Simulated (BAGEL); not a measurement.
# GeF2 (SMILES [F][Ge][F]): HF/6-31G(d) (density fitting with qzvpp-jkfit, spherical functions)

Aim: the energy change on altering one bond length of GeF2 at HF/6-31G* (density fitting with qzvpp-jkfit, spherical functions), from 2 runs. 

The calculation is run with BAGEL 1.2.2.

8 further runs of the same task are left out: 4 that didn't finish, 4 set aside as unsound or not needed. Runs told in other sessions of the task aren't counted.

### 1 The molecule

GeF2: 3 atoms, total charge 0, spin state singlet. As SMILES, `[F][Ge][F]`. The shape is that of a PBE0-D4/def2-TZVP optimisation.

Bond lengths: F1–Ge2 1.745 Å, Ge2–F3 1.745 Å. Angles: F1–Ge2–F3 97.2°.

### 2 The energy at HF/6-31G(d) (density fitting with qzvpp-jkfit, spherical functions)

Input file calc.json:

```json
{ "bagel" : [

{
  "title" : "molecule",
  "basis" : "6-31gs.json",
  "df_basis" : "qzvpp-jkfit",
  "angstrom" : true,
  "geometry" : [
    { "atom" : "F", "xyz" : [   -0.675900,   -1.101800,   -0.497500 ] },
    { "atom" : "Ge", "xyz" : [    0.637500,   -0.295200,    0.320200 ] },
    { "atom" : "F", "xyz" : [    0.027600,    1.332100,    0.164100 ] }
  ]
},
{
  "title" : "hf"
},
{
  "title" : "print",
  "file" : "orbitals.molden",
  "orbitals" : true
}

]}
```

The basis set 6-31G* is read from a file made from the Basis Set Exchange's data (not shown).

Started as:

```
$ BAGEL_NUM_THREADS=1 BAGEL calc.json > calc.out
```

Output:

```text
* using 1 threads per process

  ===============================================================
  ===============================================================

  *** Geometry ***

  { "atom" : "F", "xyz" : [     -1.277266,     -2.082100,     -0.940139 ] },
  { "atom" : "Ge", "xyz" : [      1.204700,     -0.557847,      0.605090 ] },
  { "atom" : "F", "xyz" : [      0.052156,      2.517304,      0.310104 ] },

  Number of auxiliary basis functions:      420

  Since a DF basis is specified, we compute 2- and 3-index integrals:
    o Being stored without compression. Storage requirement is 0.012 GB

  Number of basis functions:       60
  Number of electrons      :       50

    * METHOD: MOLECULE                             0.17

  *** RHF ***

  === Nuclear Repulsion ===
   191.0627176034

      * DIIS with orbital gradients will be used.

  === RHF iteration (6-31gs.json) ===
      0      -2273.76874487          0.02834630           0.05
      1      -2273.89698566          0.02210308           0.05
      2      -2274.02189935          0.00123599           0.05
      3      -2274.02291902          0.00055377           0.05
      4      -2274.02303866          0.00015398           0.05
      5      -2274.02305980          0.00003640           0.05
      6      -2274.02306088          0.00000735           0.05
      7      -2274.02306091          0.00000153           0.05
      8      -2274.02306091          0.00000044           0.05
      9      -2274.02306091          0.00000011           0.05
     10      -2274.02306091          0.00000005           0.05
     11      -2274.02306091          0.00000002           0.05
     12      -2274.02306091          0.00000000           0.05
    * SCF iteration converged.

    * Permanent dipole moment:
           (   -0.850673,     0.363084,    -0.430700) a.u.

    * METHOD: HF                                   0.80

    * METHOD: PRINT                                0.01

  ===============================================================
```

Run time: 1.1 s. Hardware: 1 thread of Arm Neoverse V1, shared host.

### 3 The distorted shape, same level

Input file calc.json:

```json
{ "bagel" : [

{
  "title" : "molecule",
  "basis" : "6-31gs.json",
  "df_basis" : "qzvpp-jkfit",
  "angstrom" : true,
  "geometry" : [
    { "atom" : "F", "xyz" : [      -0.872912,      -1.222792,      -0.620157 ] },
    { "atom" : "Ge", "xyz" : [       0.637500,      -0.295200,       0.320200 ] },
    { "atom" : "F", "xyz" : [       0.027600,       1.332100,       0.164100 ] }
  ]
},

{ "title" : "hf" },

{ "title" : "print", "file" : "orbitals.molden", "orbitals" : true }

]}
```

The basis set 6-31G* is read from a file made from the Basis Set Exchange's data (not shown).

Started as:

```
$ BAGEL_NUM_THREADS=1 BAGEL calc.json > calc.out
```

Output:

```text
* using 1 threads per process

  ===============================================================
  ===============================================================

  *** Geometry ***

  { "atom" : "F", "xyz" : [     -1.649565,     -2.310742,     -1.171927 ] },
  { "atom" : "Ge", "xyz" : [      1.204700,     -0.557847,      0.605090 ] },
  { "atom" : "F", "xyz" : [      0.052156,      2.517304,      0.310104 ] },

  Number of auxiliary basis functions:      420

  Since a DF basis is specified, we compute 2- and 3-index integrals:
    o Being stored without compression. Storage requirement is 0.012 GB

  Number of basis functions:       60
  Number of electrons      :       50

    * METHOD: MOLECULE                             0.18

  *** RHF ***

  === Nuclear Repulsion ===
   178.4986496101

      * DIIS with orbital gradients will be used.

  === RHF iteration (6-31gs.json) ===
      0      -2273.70349613          0.02943913           0.05
      1      -2273.82257483          0.02533815           0.05
      2      -2273.99284384          0.00156115           0.05
      3      -2273.99430947          0.00081474           0.05
      4      -2273.99461994          0.00024405           0.05
      5      -2273.99467564          0.00008878           0.05
      6      -2273.99468171          0.00004375           0.05
      7      -2273.99468268          0.00001473           0.05
      8      -2273.99468277          0.00000697           0.05
      9      -2273.99468280          0.00000188           0.05
     10      -2273.99468280          0.00000107           0.05
     11      -2273.99468280          0.00000039           0.05
     12      -2273.99468280          0.00000017           0.05
     13      -2273.99468280          0.00000008           0.05
     14      -2273.99468280          0.00000004           0.05
     15      -2273.99468280          0.00000002           0.05
     16      -2273.99468280          0.00000001           0.05
    * SCF iteration converged.

    * Permanent dipole moment:
           (   -1.340403,     0.055705,    -0.736338) a.u.

    * METHOD: HF                                   0.99

    * METHOD: PRINT                                0.01

  ===============================================================
```

It took 1.3 s on 1 thread of Arm Neoverse V1, shared host.

### 4 Summary of results

Level: HF/6-31G* (density fitting with qzvpp-jkfit, spherical functions).

```
                                                          quantity           value
                                         first shape: total energy  -2274.02306 Eh
                                        first shape: dipole moment          2.59 D
                                          first shape: HOMO energy       -11.63 eV
                                          first shape: LUMO energy         0.54 eV
                                        first shape: HOMO–LUMO gap        12.17 eV
                                     distorted shape: total energy  -2273.99468 Eh
                                    distorted shape: dipole moment          3.89 D
                                      distorted shape: HOMO energy       -12.07 eV
                                      distorted shape: LUMO energy         0.02 eV
                                    distorted shape: HOMO–LUMO gap        12.09 eV
energy change with the F1–Ge2 bond stretched from 1.745 to 2.007 Å        0.772 eV
```

**Reading.** With the F1–Ge2 bond stretched from 1.745 to 2.007 Å the energy rises by 0.77 eV (74.5 kJ/mol). The first shape isn't relaxed at this level, so the change isn't measured from a minimum.
